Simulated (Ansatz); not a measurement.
BClH4OSSi, SMILES [SiH3]OB(S)Cl, a single point from an input written key by key

Program: the Ansatz DFT code, driven from Python.

The script reads `input.yaml`:
```yaml
crystal:
  periodic: [false, false, false]
  atoms:
    - { symbol: Si, position_ang: [0.994, 0.1562, 0.9603] }
    - { symbol: O, position_ang: [0.7851, 0.6703, -0.7005] }
    - { symbol: B, position_ang: [-0.6239, 0.3665, -1.0916] }
    - { symbol: S, position_ang: [-0.9269, -1.2726, -1.8971] }
    - { symbol: Cl, position_ang: [-1.8977, 1.6508, -0.9492] }
    - { symbol: H, position_ang: [2.3073, 0.5242, 1.4081] }
    - { symbol: H, position_ang: [0.0137, 0.9444, 1.7884] }
    - { symbol: H, position_ang: [0.7557, -1.2293, 1.0799] }
    - { symbol: H, position_ang: [-1.3187, -1.8569, -0.6153] }
basis:
  gaussian: { orbitals: def2-SVP }
correlation:
  method: mp2
```

Notebook, run cell by cell (the value of a cell's last expression is shown):

In [1]:
```python
import ansatz
```

In [2]:
```python
session = ansatz.Session.from_deck("input.yaml")
r = session.plan(threads=1).execute().report
```

In [3]:
```python
for key in ("converged", "free_energy_ev", "reference_energy_ev", "n_frozen", "n_occupied", "n_virtual"):
    print(f"{key:22s} {r[key]}")
symbols = ["Si", "O", "B", "S", "Cl", "H", "H", "H", "H"]
print("correlation energy", round(r["free_energy_ev"] - r["reference_energy_ev"], 5), "eV")
cluster = r["correlation"].get("coupled_cluster")
if cluster:
    print("cycles", cluster["cycles"], " T1 diagnostic", round(cluster["t1_diagnostic"], 4), " largest double", round(cluster["largest_double"], 4))
field = r["mean_field"]
print("<S^2> =", round(abs(field["state"]["spin_squared"]), 4), " all-electron relativity setting:", field["relativity"])
print("passes:", field["passes"])
if "symmetry" in field:
    print("occupied orbitals by irrep:", field["symmetry"]["occupied"])
```
```text
converged              True
free_energy_ev         -33963.64483657594
reference_energy_ev    -33946.31518037311
n_frozen               17
n_occupied             [15, 15]
n_virtual              [70, 70]
correlation energy -17.32966 eV
<S^2> = 0.0  all-electron relativity setting: none
passes: {'evaluations': 13, 'products': 41}
occupied orbitals by irrep: [{'A': 32}, {'A': 32}]
```

What to keep in mind:
- Total energies depend on the basis set; only differences at equal settings carry meaning.
- The geometry is a force-field or estimated start, not a minimum of this method, and the basis set is short of its limit.
- Wall time of the script: 2.1 s on 1 thread of Arm Neoverse V1 (shared host), peak memory 0.22 GiB.
